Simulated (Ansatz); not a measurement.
# Ge4P3: the cost of one run

Computed with Ansatz 0.2.0 (DFT PBE, scalar-relativistic, plane waves, PAW, unless a step's input says otherwise).

### Step 1. The system as given

Symmetry: Pm-3m, No. 221, cubic system. The conventional cell has a = 4.515 Å, b = 4.515 Å, c = 4.515 Å, α = 90.00°, β = 90.00°, γ = 90.00°. Around Ge (site symmetry 4/mmm) lie 2 Ge at 2.26 Å and 4 P at 2.26 Å. Ge (site symmetry m-3m) is surrounded by 6 Ge at 2.26 Å. Around P (site symmetry 4/mmm) lie 4 Ge at 2.26 Å.

As a file:

```cif
data_structure
_symmetry_space_group_name_H-M 'Pm-3m'
_symmetry_Int_Tables_number 221
_cell_length_a 4.5148
_cell_length_b 4.5148
_cell_length_c 4.5148
_cell_angle_alpha 90.000
_cell_angle_beta 90.000
_cell_angle_gamma 90.000
_cell_volume 92.03
loop_
_atom_site_label
_atom_site_type_symbol
_atom_site_symmetry_multiplicity
_atom_site_Wyckoff_symbol
_atom_site_fract_x
_atom_site_fract_y
_atom_site_fract_z
_atom_site_occupancy
Ge1 Ge 3 c 0.50000 0.50000 0.00000 1
Ge2 Ge 1 b 0.50000 0.50000 0.50000 1
P1 P 3 d 0.50000 0.00000 0.00000 1
```

A structure generator made this guess: 4-, 6-connected net, elements by coordination (Pm-3m, No. 221). Lengths come from tabulated atomic sizes and are only a guess.

### Step 2. A first look at the guess

The input, input.yaml:

```yaml
crystal:
  lattice:
    - [4.5148, 0.0, 0.0]
    - [0.0, 4.5148, 0.0]
    - [0.0, 0.0, 4.5148]
  atoms:
    - { symbol: Ge, position: [0.5, 0.5, 0.0] }
    - { symbol: Ge, position: [0.0, 0.5, 0.5] }
    - { symbol: Ge, position: [0.5, 0.0, 0.5] }
    - { symbol: Ge, position: [0.5, 0.5, 0.5] }
    - { symbol: P, position: [0.5, 0.0, 0.0] }
    - { symbol: P, position: [0.0, 0.5, 0.0] }
    - { symbol: P, position: [0.0, 0.0, 0.5] }
basis:
  ecutwfc: 420
kpoints:
  mp_grid: { grid: [4, 4, 4] }
hamiltonian:
  xc: pbe
scf:
  occupations: { method: gaussian, width: 0.1 }
  lower_state_search: "off"
output:
  forces: true
  stress: true
  eigenvalues: true
```

The run is started by

```console
$ ansatz run input.yaml --threads 1 --pin off --max-ram 2048MiB --backend cpu --events-out ev --progress --plain --runs-dir out
```

What time and memory should one allow on 1 thread of Arm Neoverse V2, shared host?

About 2.7 s, with a peak of 0.34 GiB.
